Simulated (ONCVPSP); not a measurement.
# Pseudopotential generation for chromium: ONCV, PBE

Task: generate the file, and judge it by its errors in other configurations, its logarithmic derivatives, its ghosts and its cutoff.

The numbers are computed with ONCVPSP 4.0.1 (PBE, scalar-relativistic, spin-unpolarised reference atom).

### Step 1. The design

Typed settings, in words:

```
element                 : chromium (Cr, Z = 24)
type                    : optimised norm-conserving Vanderbilt (ONCV)
frozen core             : [Ne]
valence charge          : 14
reference configuration : 3s2 3p6 3d5 4s1
partial waves           : 3s+4s: rc 1.20 bohr, ncon 5, nbas 9, qcut 11.2 1/bohr, 2 projectors; 3p: rc 1.30 bohr, ncon 3, nbas 7, qcut 9.3 1/bohr, 1 projector; 3d: rc 2.05 bohr, ncon 4, nbas 9, qcut 6.7 1/bohr, 2 projectors, debl 2.5 Ha
local potential         : polynomial inside 1.00 bohr (lpopt 5, dvloc0 -1 Ha)
core correction         : Teter function, fcfact 3, rcfact 1.55
```

The outer shells as boxes (Hund's rule for the drawing; the calculation is spin-unpolarised):

```
[Ne] core
3s [↑↓]
3p [↑↓][↑↓][↑↓]
3d [↑ ][↑ ][↑ ][↑ ][↑ ]
4s [↑ ]
```

The nodes and maxima of the atom's own shells, from an earlier all-electron run, set the scale for the radii.

All-electron outer shells of the reference configuration (PBE, scalar-relativistic, ld1.x):

```json
{"shell": "2p", "level (eV)": "-560.70", "outermost node (bohr)": "–", "outermost maximum (bohr)": "0.20"}
{"shell": "3s", "level (eV)": "-73.99", "outermost node (bohr)": "0.36", "outermost maximum (bohr)": "0.78"}
{"shell": "3p", "level (eV)": "-45.44", "outermost node (bohr)": "0.33", "outermost maximum (bohr)": "0.80"}
{"shell": "4s", "level (eV)": "-4.01", "outermost node (bohr)": "1.12", "outermost maximum (bohr)": "2.74"}
{"shell": "3d", "level (eV)": "-2.91", "outermost node (bohr)": "–", "outermost maximum (bohr)": "0.84"}
{"shell": "4p", "level (eV)": "-0.99", "outermost node (bohr)": "1.25", "outermost maximum (bohr)": "3.94"}
```

### Step 2. Generating the potential

The input, Cr.dat:

```
# ATOM AND REFERENCE CONFIGURATION
# atsym  z   nc   nv     iexc    psfile
  Cr 24.00    3    4        4      upf
#
#   n    l    f
    1    0    2.00
    2    0    2.00
    2    1    6.00
    3    0    2.00
    3    1    6.00
    3    2    5.00
    4    0    1.00
#
# PSEUDOPOTENTIAL AND OPTIMIZATION
# lmax
    2
#
#   l,   rc,      ep,       ncon, nbas, qcut
    0    1.20    0.00    5    9   11.20
    1    1.30    0.00    3    7    9.30
    2    2.05    0.00    4    9    6.70
#
# LOCAL POTENTIAL
# lloc, lpopt,  rc(5),   dvloc0
    4    5    1.00   -1.00
#
# VANDERBILT-KLEINMAN-BYLANDER PROJECTORs
# l, nproj, debl
    0    2    0.70
    1    1    2.90
    2    2    2.50
#
# MODEL CORE CHARGE
# icmod, fcfact, rcfact
    3    3.00    1.55
#
# LOG DERIVATIVE ANALYSIS
# epsh1, epsh2, depsh
   -4.00    5.00    0.02
#
# OUTPUT GRID
# rlmax, drl
    6.00    0.01
#
# TEST CONFIGURATIONS
# ncnf
    4
# nvcnf
#   n    l    f
    4
    3    0    2.00
    3    1    6.00
    3    2    5.00
    4    0    0.00
#
    4
    3    0    2.00
    3    1    6.00
    3    2    4.00
    4    0    0.00
#
    4
    3    0    2.00
    3    1    6.00
    3    2    3.00
    4    0    0.00
#
    4
    3    0    2.00
    3    1    6.00
    3    2    4.00
    4    0    2.00
#
```

The run is started by

```bash
oncvpsp.x < Cr.dat > Cr.out
```

What does the calculation give? Wanted: cutoffs for 1 and 0.1 mHa per electron, occupied waves; bound ghosts; GHOST(+) flags; largest test error; largest phase difference near zero energy, channels read; rms error of d²Exc/dn², without and with the model core.

**Answer**, as computed:

| quantity | value |
| --- | --- |
| cutoffs for 1 and 0.1 mHa per electron, occupied waves | 46 Ha and 53 Ha |
| bound ghosts | none found |
| GHOST(+) flags | none at low energy |
| largest test error (AE − PS) | +80 meV, for 3s2 3p6 3d4 4s2 (1 test unsolved) |
| largest phase difference near zero energy, channels read | 0.005 rad |
| rms error of d²Exc/dn², without and with the model core | 1.90 and 1.35 mHa |

The worst unpolarised test, 3s2 3p6 3d4 4s2, is off by 80 meV on 0.1 eV; by total energies transferability rates as fair where solved. Of the tests 1 gave no usable energy difference, which is a warning in itself. The potential is hard: the looser tolerance needs 46 Ha. At the looser tolerance the 3s wave is the slowest; 4s needs 36 Ha. It is free of bound ghosts as far as tested. Near zero energy the phases of the channels with partial waves agree within 0.005 rad. These are tests on the free atom; a crystal test is still owed.
